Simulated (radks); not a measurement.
**The Coulomb parameter U of the 3d shell of Ti⁺**

Aim: U as the second difference [E(n + 1) + E(n − 1) − 2E(n)]/1², with all orbitals relaxed. Bare: the atom's charge changes with n. Screened: the 4s shell takes up the change. The start is a model configuration, not necessarily the ground state.

The numbers are computed with radks (a radial shooting solver on a logarithmic mesh, Libxc functionals) version 1 (scalar-relativistic Kohn-Sham, LDA (Slater exchange, Perdew-Wang correlation), spin-unpolarised, spherical densities, finite nucleus), except any that are marked as measured or tabulated.

**1. The atom as given**

| Property | Result |
| --- | --- |
| element | titanium (Z = 22) |
| charge | +1 |
| electrons | 21 |
| configuration | [Ar] 3d2 4s1 |
| nuclear rms radius | 3.5921 fm |

The outer shells:

Ti⁺
```
[Ar] core
3d [↑ ][↑ ][  ][  ][  ]
4s [↑ ]
```

**2. Start: [Ar] 3d2 4s1**

The run's settings:

```text
Z 22
configuration [Ar] 3d2 4s1
relativity scalar-relativistic
functional lda,pw
spin unpolarised
nucleus finite rms 3.5921 fm
c 137.035999084
```

**3. Bare +1: [Ar] 3d3 4s1**

Input: that of step 2 with these lines changed.

```diff
@@ -1,3 +1,3 @@
 Z 22
-configuration [Ar] 3d2 4s1
+configuration [Ar] 3d3 4s1
 relativity scalar-relativistic
```

**4. Bare -1: [Ar] 3d1 4s1**

Input: that of step 3 with these lines changed.

```diff
@@ -1,3 +1,3 @@
 Z 22
-configuration [Ar] 3d3 4s1
+configuration [Ar] 3d1 4s1
 relativity scalar-relativistic
```

**5. Screened +1: [Ar] 3d3**

Input: that of step 4 with these lines changed.

```diff
@@ -1,3 +1,3 @@
 Z 22
-configuration [Ar] 3d1 4s1
+configuration [Ar] 3d3
 relativity scalar-relativistic
```

**6. Screened -1: [Ar] 3d1 4s2**

Input: that of step 5 with these lines changed.

```diff
@@ -1,3 +1,3 @@
 Z 22
-configuration [Ar] 3d3
+configuration [Ar] 3d1 4s2
 relativity scalar-relativistic
```

**Question.** What will these runs give?

**Answer**, as computed:

```csv
quantity,value (eV)
"U, bare",11.622
"U, screened by 4s",2.470
"F0(3d,3d), frozen orbitals",16.750
```

What this shows: Relaxing the orbitals brings U down to 69 % of the Slater integral F0. Letting 4s compensate leaves 21 % of the bare value; this second difference measures U(3d,3d) + U(4s,4s) − 2U(3d,4s). A solid screens further than the bare atom, so the bare value is an upper guide for the U of a crystal.
